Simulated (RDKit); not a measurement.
# C3H5FSi (SMILES FC1=CC1[SiH3]) at 3 levels

We compute a comparison of 3 runs (MMFF94, UFF, extended Hückel) of C3H5FSi. The job is set up through a Python script.

The calculation is run with RDKit 2026.09.1.

**1. The system as given**

C3H5FSi: 10 atoms, total charge 0, spin state singlet. SMILES: `FC1=CC1[SiH3]`. The shape is that of a GFN2-xTB optimisation.

Bond lengths: F1–C2 1.318 Å, C2–C3 1.289 Å, C2–C4 1.491 Å, C3–C4 1.543 Å, C4–Si5 1.892 Å, C3–H6 1.060 Å, C4–H7 1.092 Å, Si5–H8 1.462 Å, Si5–H9 1.463 Å, Si5–H10 1.463 Å. Some angles: F1–C2–C3 149.6°, F1–C2–C4 143.4°, C3–C2–C4 67.0°, C2–C3–C4 62.8°, C2–C4–C3 50.2°, C2–C4–Si5 122.0°, C3–C4–Si5 121.9°, C2–C3–H6 152.0°, C4–C3–H6 145.2°, C2–C4–H7 116.0°.

**2. A single-point energy at MMFF94 (run 1)**

File mol.sdf:

```

     RDKit          3D

 10 10  0  0  0  0  0  0  0  0999 V2000
   -1.6382   -1.0567    1.8201 F   0  0  0  0  0  0  0  0  0  0  0  0
   -0.5765   -0.9758    1.0426 C   0  0  0  0  0  0  0  0  0  0  0  0
    0.6864   -1.1616    0.8622 C   0  0  0  0  0  0  0  0  0  0  0  0
   -0.1106   -0.5478   -0.3078 C   0  0  2  0  0  0  0  0  0  0  0  0
    0.0542    1.2769   -0.7799 Si  0  0  0  0  0  4  0  0  0  0  0  0
    1.6407   -1.4887    1.1885 H   0  0  0  0  0  0  0  0  0  0  0  0
   -0.3438   -1.2262   -1.1312 H   0  0  0  0  0  0  0  0  0  0  0  0
    0.3529    2.0407    0.4310 H   0  0  0  0  0  0  0  0  0  0  0  0
   -1.2054    1.7247   -1.3748 H   0  0  0  0  0  0  0  0  0  0  0  0
    1.1403    1.4145   -1.7507 H   0  0  0  0  0  0  0  0  0  0  0  0
  2  1  1  0
  3  2  2  0
  4  3  1  0
  4  2  1  0
  5  4  1  0
  6  3  1  0
  4  7  1  6
  8  5  1  0
  9  5  1  0
 10  5  1  0
M  END
$$$$
```

File ff.py:

```python
# MMFF94 energy with RDKit
import json
import numpy as np
from rdkit import Chem
from rdkit.Chem import AllChem

m = Chem.MolFromMolFile("mol.sdf", removeHs=False)
symbols = [a.GetSymbol() for a in m.GetAtoms()]
start = m.GetConformer().GetPositions().copy()

props = AllChem.MMFFGetMoleculeProperties(m, mmffVariant="MMFF94")
ff = AllChem.MMFFGetMoleculeForceField(m, props)
e = ff.CalcEnergy()
g = np.array(ff.CalcGrad()).reshape(-1, 3)
print(f"MMFF94 energy {e:.5f} kcal/mol, gradient norm {np.linalg.norm(g):.4f} kcal/mol/angstrom")
print("atom  type  charge   gradient")
for i, a in enumerate(symbols):
    print(f"{a:<2}{i + 1:<3} {props.GetMMFFAtomType(i):4d} {props.GetMMFFPartialCharge(i):8.4f}  " + " ".join(f"{c:9.4f}" for c in g[i]))
names = ["Bond", "Angle", "StretchBend", "Oop", "Torsion", "VdW", "Ele"]
terms = []
for name in names:
    for other in names:
        getattr(props, f"SetMMFF{other}Term")(other == name)
    terms.append(AllChem.MMFFGetMoleculeForceField(m, props).CalcEnergy())
    print(f"{name:<12} {terms[-1]:11.5f} kcal/mol")
json.dump(dict(symbols=symbols, start=start.tolist(), energy=e, gradient=g.tolist(), charges_other=[props.GetMMFFPartialCharge(i) for i in range(len(symbols))], atom_types=[str(props.GetMMFFAtomType(i)) for i in range(len(symbols))], energy_term_names=names, energy_terms=terms), open("results.json", "w"))
```

Launch:

```console
$ python ff.py
```

Standard output:

```text
MMFF94 energy 48.17637 kcal/mol, gradient norm 99.9666 kcal/mol/angstrom
atom  type  charge   gradient
F 1     11  -0.1495   -11.1644    1.9563    3.2240
C 2      2   0.1095    -5.4860  -28.9736   49.2057
C 3      2  -0.1900    19.8560  -17.0734   25.0904
C 4     22  -0.2090     0.0907   30.5844  -52.6558
Si5     19   0.7890     1.3867   29.1786  -20.6320
H 6      5   0.1500    -0.8963   -1.4455    0.7351
H 7      5   0.1000    -2.2279   -2.4053   -8.0644
H 8      5  -0.2000    -1.8623   -6.3609   -5.0310
H 9      5  -0.2000     5.7237   -3.5449    3.2005
H 10     5  -0.2000    -5.4202   -1.9157    4.9275
Bond             5.82373 kcal/mol
Angle           44.65635 kcal/mol
StretchBend      0.11852 kcal/mol
Oop              0.00057 kcal/mol
Torsion          0.54404 kcal/mol
VdW             -0.18645 kcal/mol
Ele             -2.78039 kcal/mol
```

It took 0.14 s on 1 thread of Intel Xeon 6975P-C (Granite Rapids), shared host.

**3. The energy at UFF (run 2)**

mol.sdf is that of step 2.

File ff.py:

```python
import json
import numpy as np
from rdkit import Chem
from rdkit.Chem import AllChem

molecule = Chem.MolFromMolFile("mol.sdf", removeHs=False)
symbols = [a.GetSymbol() for a in molecule.GetAtoms()]
start = molecule.GetConformer().GetPositions().copy()

ff = AllChem.UFFGetMoleculeForceField(molecule)
e = ff.CalcEnergy()
g = np.array(ff.CalcGrad()).reshape(-1, 3)
print(f"UFF energy {e:.5f} kcal/mol, gradient norm {np.linalg.norm(g):.4f} kcal/mol/angstrom")
json.dump(dict(symbols=symbols, start=start.tolist(), energy=e, gradient=g.tolist()), open("results.json", "w"))
```

Launch:

```console
$ python ff.py
```

Standard output:

```text
UFF energy 148.90265 kcal/mol, gradient norm 464.7290 kcal/mol/angstrom
```

Run time: 0.14 s. Hardware: 1 thread of Intel Xeon 6975P-C (Granite Rapids), shared host.

**4. Energy and one-electron properties at extended Hückel (run 3)**

File mol.xyz:

```xyz
10

F     -1.638170    -1.056690     1.820080
C     -0.576540    -0.975760     1.042550
C      0.686430    -1.161640     0.862190
C     -0.110630    -0.547790    -0.307750
Si     0.054210     1.276880    -0.779900
H      1.640710    -1.488710     1.188510
H     -0.343760    -1.226170    -1.131250
H      0.352860     2.040700     0.431010
H     -1.205450     1.724700    -1.374750
H      1.140320     1.414480    -1.750700
```

File run.py:

```python
import json
import numpy as np
from rdkit import Chem
from rdkit.Chem import AllChem
from rdkit.Chem import rdDetermineBonds
from rdkit.Chem import rdEHTTools

mol = Chem.MolFromXYZFile("mol.xyz")
symbols = [a.GetSymbol() for a in mol.GetAtoms()]
start = mol.GetConformer().GetPositions().copy()

ok, res = rdEHTTools.RunMol(mol, keepOverlapAndHamiltonianMatrices=True)
if not ok:
    raise RuntimeError("the extended Hueckel run failed")
eps = np.array(res.GetOrbitalEnergies())
nel = res.numElectrons
homo = (nel + 1) // 2 - 1
print(f"{res.numOrbitals} orbitals, {nel} valence electrons, sum of one-electron energies {res.totalEnergy:.4f} eV")
for i in range(max(0, homo - 8), min(len(eps), homo + 4)):
    print(f"{i + 1:4d} {eps[i]:10.4f} eV", "(HOMO)" if i == homo else "(LUMO)" if i == homo + 1 else "")
q = np.array(res.GetAtomicCharges())
print("Mulliken charges:", " ".join(f"{a}{i + 1}={c:+.3f}" for i, (a, c) in enumerate(zip(symbols, q))))
op = res.GetReducedOverlapPopulationMatrix()
pairs = [(k, i, op[i * (i + 1) // 2 + k]) for i in range(len(symbols)) for k in range(i) if abs(op[i * (i + 1) // 2 + k]) > 0.1]
print("reduced overlap populations above 0.1")
for k, i, p in pairs:
    print(f"  {symbols[k]}{k + 1}-{symbols[i]}{i + 1} {p:7.3f}")
json.dump(dict(symbols=symbols, start=start.tolist(), energy=res.totalEnergy * 23.060548, homo=eps[homo], lumo=eps[homo + 1] if homo + 1 < len(eps) else None, orbital_energies=eps.round(4).tolist(), charges_mulliken=q.tolist(), bond_orders=[[k + 1, i + 1, round(p, 4)] for k, i, p in pairs], nel=nel), open("results.json", "w"))
```

Launch:

```console
$ python run.py
```

Standard output:

```text
25 orbitals, 28 valence electrons, sum of one-electron energies -534.3282 eV
   6   -18.3435 eV
   7   -18.2555 eV
   8   -16.8768 eV
   9   -15.1186 eV
  10   -15.0241 eV
  11   -14.6075 eV
  12   -13.4845 eV
  13   -13.0285 eV
  14   -11.7227 eV (HOMO)
  15    -7.2719 eV (LUMO)
  16    -2.7297 eV
  17     3.9755 eV
Mulliken charges: F1=-0.493 C2=+0.709 C3=-0.263 C4=-0.319 Si5=+0.937 H6=+0.083 H7=+0.009 H8=-0.220 H9=-0.221 H10=-0.222
reduced overlap populations above 0.1
  F1-C2   0.538
  C2-C3   1.332
  C2-C4   0.629
  C3-C4   0.507
  C4-Si5   0.732
  C3-H6   0.790
  C4-H7   0.799
  Si5-H8   0.745
  Si5-H9   0.742
  Si5-H10   0.741
```

It took 0.14 s on 1 thread of Intel Xeon 6975P-C (Granite Rapids), shared host.

Atomic charges (e):

| atom | Mulliken |
| --- | --- |
| F1 | -0.493 |
| C2 | +0.709 |
| C3 | -0.263 |
| C4 | -0.319 |
| Si5 | +0.937 |
| H6 | +0.083 |
| H7 | +0.009 |
| H8 | -0.220 |
| H9 | -0.221 |
| H10 | -0.222 |

**5. Overview of the runs**

| run | level | task | energy (Eh) | largest force (eV/Å) | wall time |
| --- | --- | --- | --- | --- | --- |
| 1 | MMFF94 | energy | 0.076774 | 2.641 | 0.14 s |
| 2 | UFF | energy | 0.237291 | 12.632 | 0.14 s |
| 3 | extended Hückel | properties | -19.636197 | – | 0.14 s |

**6. Outcome**

```
                      quantity         value
run 3: sum of orbital energies  -19.63620 Eh
            run 3: HOMO energy     -11.72 eV
            run 3: LUMO energy      -7.27 eV
          run 3: HOMO–LUMO gap       4.45 eV
```

What this shows: Force-field and semi-empirical energies have zeros of their own, so their totals don't compare. All runs together took 0.42 s, the longest 0.14 s.
